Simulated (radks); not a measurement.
**Ionisation of Os³⁺: one atom, several choices of functional**

One table from this session's results is given with a row withheld; the runs are named, their logs left out.

Method: Dirac Kohn-Sham, spin-unpolarised, spherical densities, point nucleus; open shells are shared between the two j in proportion to 2j + 1. Code: radks (a radial shooting solver on a logarithmic mesh, Libxc functionals) version 1.

### The system

| Property | Result |
| --- | --- |
| element | osmium (Z = 76) |
| charge | +3 |
| electrons | 73 |
| configuration | [Xe] 4f14 5d5 |
| ion | Os⁴⁺, [Xe] 4f14 5d4 |
| choices | PW91; AM05; exchange-only PBE; LDA (Slater exchange, Perdew-Zunger correlation); BP86 |

The outer shells:

Os³⁺
```
[Xe] core
4f [↑↓][↑↓][↑↓][↑↓][↑↓][↑↓][↑↓]
5d [↑ ][↑ ][↑ ][↑ ][↑ ]
```

Os⁴⁺
```
[Xe] core
4f [↑↓][↑↓][↑↓][↑↓][↑↓][↑↓][↑↓]
5d [↑ ][↑ ][↑ ][↑ ][  ]
```

The first run:

Settings of this run:

```text
Z 76
configuration [Xe] 4f14 5d5
relativity Dirac
functional pw91,pw91
spin unpolarised
j_filling average
nucleus point
c 137.035999084
```

Steps of the session up to this table: PW91: Os³⁺; PW91: Os⁴⁺; AM05: Os³⁺; AM05: Os⁴⁺; exchange-only PBE: Os³⁺; exchange-only PBE: Os⁴⁺; LDA (Slater exchange, Perdew-Zunger correlation): Os³⁺; LDA (Slater exchange, Perdew-Zunger correlation): Os⁴⁺; BP86: Os³⁺; BP86: Os⁴⁺.

One of the session's tables, all rows but one given; the rest of the session is left out.

| functional | Δ-SCF (eV) | −ε(HOMO) (eV) | <r> HOMO (bohr) |
| --- | --- | --- | --- |
| PW91 | ? | ? | ? |
| AM05 | 41.487 | 34.474 | 1.624 |
| exchange-only PBE | 40.292 | 33.330 | 1.645 |
| LDA (Slater exchange, Perdew-Zunger correlation) | 41.773 | 34.763 | 1.629 |
| BP86 | 41.573 | 34.576 | 1.626 |

Estimate the missing values for PW91.

The run gave: Δ-SCF (eV): 41.540; −ε(HOMO) (eV): 34.534; <r> HOMO (bohr): 1.629. In the column «Δ-SCF (eV)» it lies between AM05 (41.487) and BP86 (41.573).

Spin polarisation and multiplet splitting are left out, so open shells lie too high by an amount that depends on their filling. Sharing an open shell by 2j + 1 raises it above the true ground level by a part of the spin-orbit splitting, which enters the differences from NIST.
